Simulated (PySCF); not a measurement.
# C3H10Si: the cost of one run

Programs: PySCF 2.14.0, with density-fitted response routines of our own. Each step states its level of theory. These are calculated values for one molecule in the gas phase, unless marked as measured. Atoms count from 0, in the outputs and in this text.

## (1) The starting structure

14 atoms, charge 0, multiplicity 1; geometry from: GFN2-xTB. The atoms were then displaced at random by about 0.01 Å, so the start is not that level's minimum.

Bonds of the start (Å): C0–C1 1.50, C1–C2 1.53, C1–Si3 1.95, C0–H4 1.12, C0–H5 1.08, C0–H6 1.10, C1–H7 1.09, C2–H8 1.08, C2–H9 1.07, C2–H10 1.10, Si3–H11 1.47, Si3–H12 1.44, Si3–H13 1.44.

## (2) Optimising the geometry at PBE0-D3(BJ)/def2-SVP

The job: settings as JSON, then the geometry in Å.

```
{"job": {"xc": "PBE0", "basis": "def2-SVP", "d3": "d3bj", "grid": 1, "shake": 0.01, "kind": "geom"}, "charge": 0, "multiplicity": 1}
C     -0.509070     1.246600    -0.768020
C     -0.203190     0.163950     0.227020
C     -1.106010    -1.050300    -0.028800
Si     1.687300    -0.291980     0.167750
H     -1.582570     1.548170    -0.712300
H     -0.343510     0.940090    -1.792010
H      0.083960     2.156450    -0.588990
H     -0.413360     0.554370     1.226050
H     -2.141210    -0.773000     0.072530
H     -0.912910    -1.454160    -1.005610
H     -0.893050    -1.835800     0.714670
H      1.927510    -1.327690     1.179530
H      2.427990     0.907130     0.450140
H      1.970950    -0.798920    -1.154700
```

Command:

```sh
$ OMP_NUM_THREADS=1 python probes_run.py task.json out
```

The driver reads the jobs from task.json and runs them one after another.

**Question.** How long does this first job take on 1 thread of Arm Neoverse N1, shared host, and how much memory does it need?

About 27 s, with a peak of 0.46 GiB.
